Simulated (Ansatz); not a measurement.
# C2H2OTe: the cost of one run

Method: the settings change from run to run; program: Ansatz 0.2.0, Gaussian basis.

## Step 1: The molecule

The geometry comes from an earlier relaxation with PBE0-D4 in a triple-zeta def2 set; it is a stationary point. Te takes a core potential in def2 sets; no spin-orbit term is included.

6 atoms, charge 0, spin multiplicity 1.

Atoms are counted from 1 here; the program's logs count them from 0.

Bond lengths: Te1–C2 1.959 Å, Te1–H5 1.671 Å, C2–C3 1.423 Å, C3–O4 1.215 Å, C3–H6 1.122 Å. Angles: C2–Te1–H5 95.5°, Te1–C2–C3 119.8°, C2–C3–O4 128.6°, C2–C3–H6 109.3°, O4–C3–H6 121.7°.

## Step 2: wB97/def2-mTZVP

Options: multiplicity 3, atoms shaken by 0.08 Å, high accuracy.

in.yaml reads:

```yaml
crystal:
  periodic: [false, false, false]
  atoms:
    - {symbol: Te, position_ang: [-1.317821, -0.241753, -1.352106]}
    - {symbol: C, position_ang: [0.290245, 0.293628, -0.301895]}
    - {symbol: C, position_ang: [0.385964, -0.278628, 1.077856]}
    - {symbol: O, position_ang: [0.157751, 0.350635, 2.312951]}
    - {symbol: H, position_ang: [-0.820074, 0.661130, -2.850426]}
    - {symbol: H, position_ang: [1.240737, -1.048270, 1.021134]}
basis:
  gaussian: {orbitals: def2-mTZVP}
magnetization: {spin_polarized: true, initial_magnetization: 2}
hamiltonian: {xc: {name: wB97}}
accuracy: high
output: {forces: true}
```

The run is started by

```bash
$ ansatz run in.yaml --threads 2 --pin off --events-out ev --progress --plain --max-ram 4352MiB
```

Q: Estimate wall time and peak memory on 2 threads of Arm Neoverse V1, shared host.

About 49 s, with a peak of 0.8 GiB.
